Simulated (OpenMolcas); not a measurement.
# Hf³⁺ among point charges: CASSCF levels and susceptibility

How does a field of 5 point charges split the states of Hf³⁺, and what χT follows?

The numbers are computed with OpenMolcas 26.06 (state-averaged CASSCF, spin-orbit coupling by RASSI with atomic mean-field integrals), except any that are marked as measured or tabulated.

1 further run of the same task is left out (it didn't finish).

**1. Starting point**

- Species: Hf³⁺ (hafnium, Z = 72, 69 electrons)
- Basis: ANO-RCC-VDZP [7s6p4d2f1g], 68 functions
- Scalar Hamiltonian: DKH2, point nucleus
- Inactive shells: 1s 2s 2p 3s 3p 3d 4s 4p 4d 4f 5s 5p
- Active space: 1 electron in 5 orbitals (5d)
- Some configurations of this space: 5d
- Orbitals: optimised for each spin and parity, averaged over all roots

The outer shells:

5d
```
5d [↑ ][  ][  ][  ][  ]
```

The ion sits among 5 point charges of -2 e arranged as a trigonal bipyramid (D3h), 2.02 Å from the ion, with the axial distance 2.424 Å. The active orbitals were held to one l.

The work runs as a chain of OpenMolcas steps in one folder; each step below is one input file. Labels, J, g values, rates, χT and fits are worked out afterwards by a script from the matrices that RASSI stores.

**2. GATEWAY and SEWARD: basis and integrals**

Contents of a.inp:

```
&GATEWAY
Coord
1

Hf 0.0 0.0 0.0
Basis=ANO-RCC-VDZP
Group=NoSym
NoMove
AngMom=0.0 0.0 0.0
AMFI
XField
5 Angstrom 0
2.020000 0.000000 0.000000 -2.000000
-1.010000 1.749371 0.000000 -2.000000
-1.010000 -1.749371 0.000000 -2.000000
0.000000 0.000000 2.424000 -2.000000
0.000000 0.000000 -2.424000 -2.000000
&SEWARD
```

Launch:

```
OMP_NUM_THREADS=1 MOLCAS_MEM=1689 MOLCAS_PROJECT=a pymolcas a.inp > a.log
```

**3. CASSCF: doublets, 5 roots**

Contents of a.inp:

```
&RASSCF
FileOrb=start.orb
Symmetry=1
Spin=2
nActEl=1 0 0
Inactive=34
Ras2=5
CIRoot=5 5 1
SDav=5
CIMx=300
Iter=120 100
PrWF=0.3
OrbListing=Nothing
MaxOrb=0
SupSym
1
20 10 11 12 13 14 19 20 21 22 23 35 36 37 38 39 48 49 50 51 52
>>> COPY $Project.JobIph JOB001
```

start.orb holds the contracted functions of the basis, ordered by shell, or the orbitals of the step before.

**4. State interaction with spin-orbit coupling**

Contents of a.inp:

```
&RASSI
NrOfJobIphs=1 5
1 2 3 4 5
IphNames
JOB001
EJob
SpinOrbit
DIPRint=1.0
SOCoupling=1000.0
Subsets=2
Property=9
'ANGMOM' 1 'ANGMOM' 2 'ANGMOM' 3 'MLTPL  1' 1 'MLTPL  1' 2 'MLTPL  1' 3
'AMFI' 1 'AMFI' 2 'AMFI' 3
SOProperty=3
'ANGMOM' 1 'ANGMOM' 2 'ANGMOM' 3
```

**Question.** What will these runs give? Wanted: spin-free ground state; first state of the same spin within the active space; lowest level; next level.

**Answer**, as computed:

| quantity | value |
| --- | --- |
| method | CASSCF |
| spin-free ground state | 2E, 2-fold in its orbital part |
| first state of the same spin within the active space | 2E at 14400 cm⁻¹ |
| lowest level | 2-fold E1/2, g = 0.03, 0.55, 0.55 |
| next level | 1620.3 cm⁻¹ |
| χT at 300 K | 0.06 cm³ K/mol |
| effective moment at 300 K | 0.72 μB |

In words: The spin-free ground state (2E) comes to 100 % from free-ion D terms and keeps the highest spin of the shell. χT at 300 K is 0.06, against 0.38 cm³ K/mol for the spin alone, so orbital moment lowers it. The field of point charges can differ much from that of real complexes. Point charges carry no covalency, so the field is a model and not that of real ligands.
